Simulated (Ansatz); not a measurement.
# MgAs+ (singlet): the correlation ladder at distance As1–Mg2 = 2.758 Å, cc-pVTZ

One table from this session's results is given with a row withheld; the runs are named, their logs left out.

The runs use Ansatz 0.2.0, Gaussian basis; cc-pVTZ, core rule «outside noble gas», up to 19 orbitals frozen.

Plan: UHF; CCSD(T) on RHF; CCSD(T) on UHF; BCCD(T) on RHF; CISD; CCSDT(Q) on RHF; CCSDT(Q) on UHF; CASSCF and MRCISD+Q, 2 electrons in 2 orbitals; CASSCF and NEVPT2, 2 electrons in 2 orbitals.

21 further runs of the same task are left out: 12 for a known fault of the program, 6 that didn't finish, 3 set aside as unsound or not needed.

### The system

The geometry derives from a PBE0/def2-TZVP stationary point (not a proven minimum). One bond is set to the value named and the two fragments are kept rigid. No spin-orbit coupling is included. The filled d shell of As may be among the frozen orbitals whatever the setting's name suggests; the logs give the count.

2 atoms, charge 1, spin multiplicity 1.

Atoms are counted from 1 here; the program's logs count them from 0.

Bond lengths: As1–Mg2 2.758 Å.

The first run:

Input file in.yaml:

```yaml
crystal:
  periodic: [false, false, false]
  atoms:
    - {symbol: As, position_ang: [0.000000, 0.000000, 0.000000]}
    - {symbol: Mg, position_ang: [0.000000, 0.000000, 2.758000]}
basis:
  gaussian: {orbitals: cc-pVTZ}
total_charge: 1
magnetization: {spin_polarized: true, initial_magnetization: 0}
hamiltonian: {xc: hf}
output: {orbitals: {seedname: orbitals}}
```

Run with:

```
ansatz run in.yaml --threads 1 --pin off --events-out ev --progress --plain --max-ram 2393MiB
```

Among the steps run: UHF; CCSD(T) on RHF; CCSD(T) on UHF; BCCD(T) on RHF; CISD; CCSDT(Q) on RHF; CCSDT(Q) on UHF; CASSCF and MRCISD+Q, 2 electrons in 2 orbitals; CASSCF and NEVPT2, 2 electrons in 2 orbitals.

One table of the session follows, with a row left open; its other results are not shown here.

```
       method  from RCCSDT(Q) (meV)
          RHF               +4387.8
          UHF               +2774.7
         RMP2               +1226.5
         UMP2                +633.2
         CISD                +741.1
        RCCSD                     ?
        UCCSD                -363.8
     RCCSD(T)                +239.2
     UCCSD(T)                -616.3
      BCCD(T)                +240.5
       RCCSDT                 +57.0
       UCCSDT                -939.3
    RCCSDT(Q)                     0
    UCCSDT(Q)               -1048.0
  CASSCF pair               +3783.4
  NEVPT2 pair                +680.6
  MRCISD pair                +372.9
MRCISD+Q pair                  +5.3
```

Estimate the missing values for RCCSD.

The run gave: from RCCSDT(Q) (meV): +475.3. In the column «from RCCSDT(Q) (meV)» it lies between MRCISD pair (+372.9) and UMP2 (+633.2).

The program flags UCCSD(T), RCCSDT(Q), UCCSDT(Q) as in doubt (see the logs), so the zero of the table is itself unsure.

Caveats from the session: The determinant is far from a pure spin state, so its energy mixes those of several spin states (harmless only where they are near-degenerate, as at dissociation). The report flags that the cluster equations may have other roots. The program flags UCCSD(T), RCCSDT(Q), UCCSDT(Q) as in doubt, so the zero of the table is itself unsure. Warnings: restricted reference is unstable; spin contamination. Restricted and unrestricted rows rest on different reference determinants; where their highest levels disagree by more than a few hundredths of an eV, they describe different states and don't form one ladder.
